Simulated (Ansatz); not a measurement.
# TiAl: a line through an energy map

Aim: follow the energy of TiAl (P-6m2, No. 187; 2 atoms in the cell) along one coordinate, lattice constant a (and b), with the other held at lattice constant c = 4.804 Å.

Program: Ansatz 0.2.0. Level of theory: DFT PBEsol, scalar-relativistic, plane waves, PAW. These are calculated values, not measurements.

12 further runs of the same task are left out: 12 set aside as unsound or not needed.

**1. Starting point**

Symmetry: P-6m2, No. 187, hexagonal system. Conventional cell: a = 2.848 Å, b = 2.848 Å, c = 4.619 Å, α = 90.00°, β = 90.00°, γ = 120.00°. Around Ti (site symmetry -6m2) lie 6 Al at 2.83 Å and 6 Ti at 2.85 Å. Al (site symmetry -6m2) has 6 Ti at 2.83 Å and 6 Al at 2.85 Å as nearest neighbours.

As a file:

```cif
data_structure
_symmetry_space_group_name_H-M 'P-6m2'
_symmetry_Int_Tables_number 187
_cell_length_a 2.8475
_cell_length_b 2.8475
_cell_length_c 4.6192
_cell_angle_alpha 90.000
_cell_angle_beta 90.000
_cell_angle_gamma 120.000
_cell_volume 32.44
loop_
_atom_site_label
_atom_site_type_symbol
_atom_site_symmetry_multiplicity
_atom_site_Wyckoff_symbol
_atom_site_fract_x
_atom_site_fract_y
_atom_site_fract_z
_atom_site_occupancy
Ti1 Ti 1 a 0.00000 0.00000 0.00000 1
Al1 Al 1 d 0.33333 0.66667 0.50000 1
```

It goes back to an entry of the Materials Project, which need not be the stable form.

This cell was relaxed beforehand with the same method: volume 16.22 Å³/atom, gap on the mesh none (metal).

**2. Plan of the line**

The energy is mapped over the lattice constants a and c of the conventional cell.

- lattice constant a (and b): 7 values from 2.705 to 2.990 Å
- lattice constant c: 7 values from 4.065 to 5.173 Å

Nothing else is relaxed (symmetry fixes all fractional coordinates). Energies count from the relaxed crystal. Points are written as (first, second).

**3. Grid point (2.705 Å, 4.804 Å)**

input.yaml

```yaml
crystal:
  lattice:
    - [2.7052, 0.0, 0.0]
    - [-1.3526, 2.3427719223, 0.0]
    - [0.0, 0.0, 4.804]
  atoms:
    - { symbol: Ti, position: [0.0, 0.0, 0.0] }
    - { symbol: Al, position: [0.3333333333, 0.6666666667, 0.5] }
basis:
  ecutwfc: 520.0
kpoints:
  mp_grid: { grid: [18, 18, 10] }
hamiltonian:
  xc: pbesol
  pseudopotentials: { kind: paw, azcp: { folder: soft_1 } }
scf:
  occupations: { method: gaussian, width: 0.15 }
output:
  forces: true
  stress: true
  eigenvalues: true
```

On the command line:

```sh
$ ansatz run input.yaml --threads 1 --pin off --max-ram 2048MiB --backend cpu --events-out ev --progress --plain --runs-dir out
```

The session goes on with these runs: the other points of the line.

What does the calculation give? Wanted: for each run, lattice constant a; energy; slope; pressure.

The runs gave:

| lattice constant a (and b) (Å) | step | energy (meV/atom) | slope (meV/atom per Å) | pressure (GPa) |
| --- | --- | --- | --- | --- |
| 2.705 | 3 | 68 | −936 | 7.5 |
| 2.753 | 4 | 33 | −517 | 2.9 |
| 2.800 | 5 | 18 | −151 | −1.0 |
| 2.848 | 6 | 18 | 166 | −4.4 |
| 2.895 | 7 | 33 | 440 | −7.2 |
| 2.942 | 8 | 59 | 678 | −9.7 |
| 2.990 | 9 | 97 | 885 | −11.7 |

Energies count from the relaxed crystal. Slopes come from the forces (and the stress, where the cell changes), not from differences of energies.

The lowest point of the line is at 2.800 Å, 18 meV/atom from the zero. A fit to energies and slopes at the lowest point and its two neighbours puts the minimum at 2.8219 Å, with a curvature of about 6700 meV/atom per Å². The highest point computed, at 2.990 Å, lies 79 meV/atom above the lowest. This is one cut through a surface in two coordinates; the map's lowest point lies off it.
